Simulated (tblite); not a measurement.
# ClGeH4O2Si: the cost of one run

Programs: tblite 0.8.0 and PySCF 2.14.0. All values are calculated, for the isolated system unless a continuum is named. Atoms count from 0, parts from 1.

### 1 Starting point

9 atoms, charge 0, multiplicity 2; geometry: distance geometry start.

### 2 Relaxing the cluster with GFN2-xTB

The job: settings as JSON, then the geometry in Å.

```
{"job": {"kind": "relax", "xc": "GFN2-xTB", "basis": "xTB"}, "charge": 0, "multiplicity": 2}
Ge     0.672026    -1.367330     2.155605
O      1.594859    -1.359718     0.527735
Si     1.147413    -2.360828    -0.878427
O      1.186449    -2.654286     3.401657
Cl    -1.522799    -0.989896     2.024570
H      2.225102    -2.356264    -1.793350
H      0.873274    -3.689271    -0.472439
H      0.004911    -1.783294    -1.502390
H      1.132937    -3.610056     3.270642
```

Method: GFN2-xTB geometry optimisation, gas phase.

Command:

```bash
$ OMP_NUM_THREADS=1 python cluster_run.py task.json out
```

This one command runs all jobs of the session in turn.

Q: Estimate the wall time of this first job on 1 thread of Arm Neoverse V1, shared host.

About 2.6 s.
